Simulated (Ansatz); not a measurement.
# C2H4BClO: the cost of one run

Program: Ansatz 0.2.0, Gaussian basis. Level of theory: the settings change from run to run. These are calculated values, not measurements.

## Step 1: The relaxed structure

The geometry comes from an earlier relaxation with PBE0-D4 in a triple-zeta def2 set; it is a stationary point, not always the lowest conformer.

9 atoms, charge 0, spin multiplicity 1.

Atoms are counted from 1 here; the program's logs count them from 0.

Bond lengths: Cl1–B2 1.739 Å, B2–C3 1.543 Å, B2–H6 1.193 Å, C3–C4 1.486 Å, C3–O5 1.431 Å, C3–H7 1.089 Å, C4–O5 1.394 Å, C4–H8 1.088 Å, C4–H9 1.088 Å. Angles: Cl1–B2–C3 120.6°, Cl1–B2–H6 117.9°, C3–B2–H6 121.5°, B2–C3–C4 118.3°, B2–C3–O5 119.8°, B2–C3–H7 118.8°, C4–C3–O5 57.1°, C4–C3–H7 114.8°, O5–C3–H7 113.4°, C3–C4–O5 59.5°, C3–C4–H8 117.8°, C3–C4–H9 119.3°, O5–C4–H8 116.3°, O5–C4–H9 115.7°, H8–C4–H9 116.2°, C3–O5–C4 63.4°.

## Step 2: PBE0-DH/aug-cc-pVDZ

in.yaml reads:

```yaml
crystal:
  periodic: [false, false, false]
  atoms:
    - {symbol: Cl, position_ang: [-1.948955, 0.055002, 1.499152]}
    - {symbol: B, position_ang: [-0.492126, 0.845161, 0.971931]}
    - {symbol: C, position_ang: [0.587320, 0.063188, 0.194386]}
    - {symbol: C, position_ang: [0.177870, -0.673344, -1.029274]}
    - {symbol: O, position_ang: [0.522494, -1.365036, 0.130862]}
    - {symbol: H, position_ang: [-0.377771, 2.011170, 1.194630]}
    - {symbol: H, position_ang: [1.604800, 0.451465, 0.174577]}
    - {symbol: H, position_ang: [0.889005, -0.726258, -1.850446]}
    - {symbol: H, position_ang: [-0.874239, -0.707649, -1.302920]}
basis:
  gaussian: {orbitals: aug-cc-pVDZ}
hamiltonian: {xc: {name: PBE0-DH}}
output: {forces: true}
```

Launch:

```bash
ansatz run in.yaml --threads 2 --pin off --events-out ev --progress --plain --max-ram 4352MiB
```

Q: Estimate wall time and peak memory on 2 threads of Arm Neoverse V1, shared host.

About 16 s, with a peak of 0.57 GiB.
